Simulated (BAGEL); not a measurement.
# HF/3-21G (density fitting with qzvpp-jkfit) run of Si2H6 (disilane)

What is the electronic atomisation energy of Si2H6 (disilane) at HF/3-21G (density fitting with qzvpp-jkfit)? 

Program for the calculation: BAGEL 1.2.2.

9 further runs of the same task are left out: 9 set aside as unsound or not needed.

## Step 1: Starting point

Si2H6: 8 atoms, total charge 0, spin state singlet. SMILES: `[SiH3][SiH3]`. Geometry: relaxed at PBE0-D4/def2-TZVP.

Bond lengths: Si1–Si2 2.338 Å, Si1–H3 1.488 Å, Si1–H4 1.488 Å, Si1–H5 1.488 Å, Si2–H6 1.488 Å, Si2–H7 1.488 Å, Si2–H8 1.488 Å. Some angles: Si1–Si2–H6 110.3°, Si1–Si2–H7 110.3°, Si1–Si2–H8 110.3°, Si2–Si1–H3 110.3°, Si2–Si1–H4 110.3°, Si2–Si1–H5 110.3°, H6–Si2–H7 108.7°, H6–Si2–H8 108.7°, H7–Si2–H8 108.7°, H3–Si1–H4 108.7°.

## Step 2: The energy at HF/3-21G (density fitting with qzvpp-jkfit)

Input file input.json:

```json
{ "bagel" : [

{
  "title" : "molecule",
  "basis" : "3-21g",
  "df_basis" : "qzvpp-jkfit",
  "angstrom" : true,
  "geometry" : [
    { "atom" : "Si", "xyz" : [   -0.340500,    0.490200,   -1.004900 ] },
    { "atom" : "Si", "xyz" : [    0.363500,   -0.504400,    0.991000 ] },
    { "atom" : "H", "xyz" : [    0.833900,    0.948200,   -1.794900 ] },
    { "atom" : "H", "xyz" : [   -1.112900,   -0.483900,   -1.821900 ] },
    { "atom" : "H", "xyz" : [   -1.208000,    1.664100,   -0.717900 ] },
    { "atom" : "H", "xyz" : [    1.139000,    0.468600,    1.806300 ] },
    { "atom" : "H", "xyz" : [    1.228100,   -1.680500,    0.704000 ] },
    { "atom" : "H", "xyz" : [   -0.811000,   -0.959200,    1.782600 ] }
  ]
},
{ "title" : "hf", "charge" : 0 },
{ "title" : "print", "file" : "orbitals.molden", "orbitals" : true }

]}
```

Started as:

```sh
BAGEL_NUM_THREADS=1 BAGEL input.json > input.out
```

Standard output:

```text
* using 1 threads per process

  ===============================================================
  ===============================================================

  *** Geometry ***

  { "atom" : "Si", "xyz" : [     -0.643452,      0.926344,     -1.898986 ] },
  { "atom" : "Si", "xyz" : [      0.686915,     -0.953178,      1.872719 ] },
  { "atom" : "H", "xyz" : [      1.575843,      1.791838,     -3.391869 ] },
  { "atom" : "H", "xyz" : [     -2.103076,     -0.914438,     -3.442892 ] },
  { "atom" : "H", "xyz" : [     -2.282789,      3.144693,     -1.356634 ] },
  { "atom" : "H", "xyz" : [      2.152398,      0.885526,      3.413412 ] },
  { "atom" : "H", "xyz" : [      2.320773,     -3.175685,      1.330367 ] },
  { "atom" : "H", "xyz" : [     -1.532568,     -1.812625,      3.368626 ] },

  Number of auxiliary basis functions:      364

  Since a DF basis is specified, we compute 2- and 3-index integrals:
    o Being stored without compression. Storage requirement is 0.004 GB

  Number of basis functions:       38
  Number of electrons      :       34

    * METHOD: MOLECULE                             0.06

  *** RHF ***

  === Nuclear Repulsion ===
    90.7730811600

      * DIIS with orbital gradients will be used.

  === RHF iteration (3-21g) ===
      0       -578.21766896          0.00888241           0.01
      1       -578.23948106          0.00222096           0.01
      2       -578.24073177          0.00025837           0.01
      3       -578.24075949          0.00003203           0.01
      4       -578.24076029          0.00000364           0.01
      5       -578.24076030          0.00000047           0.01
      6       -578.24076030          0.00000004           0.01
      7       -578.24076030          0.00000001           0.01
    * SCF iteration converged.

    * Permanent dipole moment:
           (    0.000052,    -0.000057,    -0.000062) a.u.

    * METHOD: HF                                   0.10

    * METHOD: PRINT                                0.00

  ===============================================================
```

Run time: 0.46 s. Hardware: 1 thread of Intel Xeon 6975P-C (Granite Rapids), shared host.

## Step 3: The H atom at the same level

Input file input.json:

```json
{ "bagel" : [

{
  "title" : "molecule",
  "basis" : "3-21g",
  "df_basis" : "qzvpp-jkfit",
  "angstrom" : "true",
  "geometry" : [
    { "atom" : "H", "xyz" : [       0.000000,       0.000000,       0.000000 ] }
  ]
},

{ "title" : "uhf", "nopen" : 1 },

{ "title" : "print", "file" : "orbitals.molden", "orbitals" : "true" }

]}
```

Started as:

```sh
BAGEL_NUM_THREADS=1 BAGEL input.json > input.out
```

Standard output:

```text
* using 1 threads per process

  ===============================================================
  ===============================================================

  *** Geometry ***

  { "atom" : "H", "xyz" : [      0.000000,      0.000000,      0.000000 ] },

  Number of auxiliary basis functions:       18

  Since a DF basis is specified, we compute 2- and 3-index integrals:
    o Being stored without compression. Storage requirement is 0.000 GB

  Number of basis functions:        2
  Number of electrons      :        1

    * METHOD: MOLECULE                             0.01

  *** Open-shell HF ***

  === Nuclear Repulsion ===
     0.0000000000

      * DIIS with orbital gradients will be used.

  === UHF iteration (3-21g) ===
      0         -0.48950371          0.09163385           0.00
      1         -0.49554995          0.02860283           0.00
      2         -0.49613575          0.00890675           0.00
      3         -0.49619861          0.00000000           0.00
    * SCF iteration converged.

    * S^2 (UHF) is 0.7500

    * Permanent dipole moment:
           (    0.000000,     0.000000,     0.000000) a.u.

    * METHOD: UHF                                  0.01

    * METHOD: PRINT                                0.00

  ===============================================================
```

It took 0.32 s on 1 thread of Intel Xeon 6975P-C (Granite Rapids), shared host.

## Step 4: The Si atom at the same level

Input file input.json:

```json
{ "bagel" : [

{
  "title" : "molecule",
  "basis" : "3-21g",
  "df_basis" : "qzvpp-jkfit",
  "angstrom" : true,
  "geometry" : [
    { "atom" : "Si", "xyz" : [    0.000000,    0.000000,    0.000000 ] }
  ]
},
{
  "title" : "uhf",
  "nopen" : 2
},
{
  "title" : "print",
  "file" : "orbitals.molden",
  "orbitals" : true
}

]}
```

Run the same way, it converges to -287.34439 Eh (log not shown).

## Step 5: Results

Level: HF/3-21G (density fitting with qzvpp-jkfit).

| quantity | value |
| --- | --- |
| molecule: total energy | -578.24076 Eh |
| molecule: dipole moment | 0.00 D |
| molecule: HOMO energy | -11.05 eV |
| molecule: LUMO energy | 3.93 eV |
| molecule: HOMO–LUMO gap | 14.98 eV |
| H atom: total energy | -0.49620 Eh |
| H atom: dipole moment | 0.00 D |
| H atom: ⟨S²⟩ | 0.750 |
| Si atom: total energy | -287.34439 Eh |
| Si atom: dipole moment | 0.00 D |
| Si atom: ⟨S²⟩ | 2.000 |
| electronic atomisation energy | 15.641 eV |

**Reading.** Taking the molecule apart into free atoms costs 15.64 eV (361 kcal/mol), before zero-point energy and without spin-orbit coupling. Hartree–Fock lacks the correlation of the bonding pairs, which as a rule makes this value much too low; in minimal bases other errors can mask that. The basis has no polarisation functions, which makes bonds too weak.
